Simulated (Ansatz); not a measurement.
**Na2HF: a trial structure relaxed**

Aim: relax a trial structure of Na2HF and see where it ends, then test the end with a random kick.

Program: Ansatz 0.2.0. Level of theory: DFT PBE, scalar-relativistic, plane waves, PAW. These are calculated values, not measurements.

### Step 1. The structure to begin with

The structure is hexagonal, space group P-6m2 (No. 187). Conventional cell: a = 3.519 Å, b = 3.519 Å, c = 5.766 Å, α = 90.00°, β = 90.00°, γ = 120.00°. Na (site symmetry 3m) has 3 F at 2.35 Å and 1 Na at 2.36 Å and 1 H at 2.65 Å as nearest neighbours. H (site symmetry -6m2) has 6 Na at 2.65 Å as nearest neighbours. F (site symmetry -6m2) has 6 Na at 2.35 Å as nearest neighbours.

Coordinates:

```cif
data_structure
_symmetry_space_group_name_H-M 'P 1'
_symmetry_Int_Tables_number 1
_cell_length_a 3.5186
_cell_length_b 3.5186
_cell_length_c 5.7659
_cell_angle_alpha 90.000
_cell_angle_beta 90.000
_cell_angle_gamma 120.000
_cell_volume 61.82
loop_
_atom_site_label
_atom_site_type_symbol
_atom_site_fract_x
_atom_site_fract_y
_atom_site_fract_z
_atom_site_occupancy
Na1 Na 0.66667 0.33333 0.29512 1
Na2 Na 0.66667 0.33333 0.70488 1
H1 H 0.00000 0.00000 0.00000 1
F1 F 0.33333 0.66667 0.50000 1
```

A structure generator made this guess: close-packed anion layers stacked AB|A, with sites between them filled layer by layer (P-6m2, No. 187). Its size is a rough estimate.

### Step 2. A first look at the guess

input.yaml

```yaml
crystal:
  lattice:
    - [3.51864928, 0.0, 0.0]
    - [-1.75932464, 3.04723966, 0.0]
    - [0.0, 0.0, 5.76591069]
  atoms:
    - { symbol: Na, position: [0.66666667, 0.33333333, 0.29511858] }
    - { symbol: Na, position: [0.66666667, 0.33333333, 0.70488142] }
    - { symbol: H, position: [0.0, 0.0, 0.0] }
    - { symbol: F, position: [0.33333333, 0.66666667, 0.5] }
basis:
  ecutwfc: 420
kpoints:
  mp_grid: { grid: [6, 6, 4] }
hamiltonian:
  xc: pbe
scf:
  occupations: { method: gaussian, width: 0.1 }
  lower_state_search: "off"
output:
  forces: true
  stress: true
  eigenvalues: true
```

Started as:

```sh
ansatz run input.yaml --threads 1 --pin off --max-ram 2048MiB --backend cpu --events-out ev --progress --plain --runs-dir out
```

Further runs follow: a loose first relaxation; relaxation on the finer mesh; kick test: the unmoved cell on a coarse mesh; kicked and relaxed without symmetry.

What does the calculation give? Wanted: conventional cell; volume; energy over the elements; gap on the mesh.

The runs gave:

| quantity | value |
| --- | --- |
| symmetry at the end (tolerance 0.02 Å) | space group P-6m2 (No. 187) |
| conventional cell | a = 3.293 Å, b = 3.293 Å, c = 5.781 Å, α = 90.00°, β = 90.00°, γ = 120.00° |
| volume | 13.58 Å³/atom |
| energy over the elements (uncorrected; H, N, O, F and Cl as molecules) | -1.40 eV/atom |
| gap on the mesh | 3.20 eV |

The space group P-6m2 (No. 187) is kept, and the volume per atom shrinks by 12.2 % from the first guess. It lies below the elements, which doesn't yet make it stable: competing phases were not computed in this session. It survived the kick, though modes of other wave vectors, which need another repeat, weren't probed.
